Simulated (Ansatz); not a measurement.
# SrC2: the cost of one run

Program: Ansatz 0.2.0. Level of theory: DFT PBEsol, scalar-relativistic, plane waves, PAW. These are calculated values, not measurements.

2 further runs of the same task are left out: 2 set aside as unsound or not needed.

## (1) The starting structure

Symmetry: I4/mmm, No. 139, tetragonal system. The conventional cell has a = 4.123 Å, b = 4.123 Å, c = 6.806 Å, α = 90.00°, β = 90.00°, γ = 90.00°. Sr (site symmetry 4/mmm) has 10 C at 2.77 to 2.98 Å as nearest neighbours. Around C (site symmetry 4mm) lie 1 C at 1.26 Å.

Coordinates:

```
CELL_PARAMETERS angstrom
-2.06159 2.06159 3.40286
2.06159 -2.06159 3.40286
2.06159 2.06159 -3.40286
ATOMIC_POSITIONS crystal
Sr 0.00000 0.00000 0.00000
C 0.40735 0.40735 0.00000
C 0.59265 0.59265 0.00000
```

It is the result of an earlier relaxation at this level (volume 19.28 Å³/atom; gap on the mesh: 1.70 eV).

## (2) The cell under PBEsol

input.yaml reads:

```yaml
crystal:
  lattice:
    - [-2.0615897863, 2.0615897863, 3.4028562407]
    - [2.0615897863, -2.0615897863, 3.4028562407]
    - [2.0615897863, 2.0615897863, -3.4028562407]
  atoms:
    - { symbol: Sr, position: [0.0, 0.0, 0.0] }
    - { symbol: C, position: [0.4073486933, 0.4073486933, 0.0] }
    - { symbol: C, position: [0.5926513067, 0.5926513067, 0.0] }
basis:
  ecutwfc: 420
kpoints:
  mp_grid: { grid: [10, 10, 10] }
hamiltonian:
  xc: pbesol
scf:
  occupations: { method: gaussian, width: 0.02 }
output:
  forces: true
  stress: true
  eigenvalues: true
relax:
  adjacent_minimum: "off"
  f_tol: 0.005
  max_steps: 50
  cell: { stress_tol: 0.05 }
```

Launch:

```console
$ ansatz run input.yaml --threads 1 --pin off --max-ram 2560MiB --backend cpu --events-out ev --progress --plain --runs-dir out
```

**Question.** How long does this run take on 1 thread of Arm Neoverse V2, shared host, and how much memory does it need?

About 34 s, with a peak of 0.37 GiB.
